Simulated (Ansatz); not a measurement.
The system is LuMnIn.

```
Lu In Mn
1.0
     4.73656    0.00000    0.00000
    -2.36828    4.10198    0.00000
     0.00000    0.00000    3.40074
Lu In Mn
1 1 1
Direct
  0.00000 0.00000 0.00000
  0.66667 0.33333 0.50000
  0.33333 0.66667 0.50000
```

The cell comes from a database or a generator and needn't be the stable form of this composition.

* Program: Ansatz 0.2.0
* Task: relaxation of cell and atoms
* Functional: LDA
* Potentials or basis: Ansatz PAW
* Cutoff: 420 eV (not typed: the program's choice for these potentials)
* k mesh: 7 × 7 × 8
* Occupations: fermi-dirac, width 0.05 eV
* Spin: collinear spin, ferromagnetic start
* Starting moments: [0.0, 0.0, 4.0] μB

At the start: volume 22.02 Å³/atom.

Question: Where does the relaxation end?

Answer: It ends after 6 steps and the volume is 19.90 Å³/atom (-9.7 %); space group P-6m2 (No. 187, to 0.05 Å); moment 3.44 μB per cell.

The path:
```
step  energy change (eV)  largest force (eV/Å)  volume (Å³)
   1              0.0000                0.0000        66.07
   2             -0.1417                0.0000        57.74
   3             -0.1590                0.0000        60.03
   4             -0.1596                0.0000        59.71
   5             -0.1596                0.0000        59.69
   6             -0.1583                0.0000        59.69
```

Final structure:
```
Lu In Mn
1.0
     4.58580    0.00000    0.00000
    -2.29290    3.97142    0.00000
     0.00000    0.00000    3.27725
Lu In Mn
1 1 1
Direct
  0.00000 0.00000 0.00000
  0.66667 0.33333 0.50000
  0.33333 0.66667 0.50000
```

Caveat: the plane-wave basis is chosen anew once the cell has moved, so the energies of steps on either side of that aren't comparable; the PAW data sets come from PBE, with cores solved anew for the run's functional, which leaves a small shift of forces and pressure.
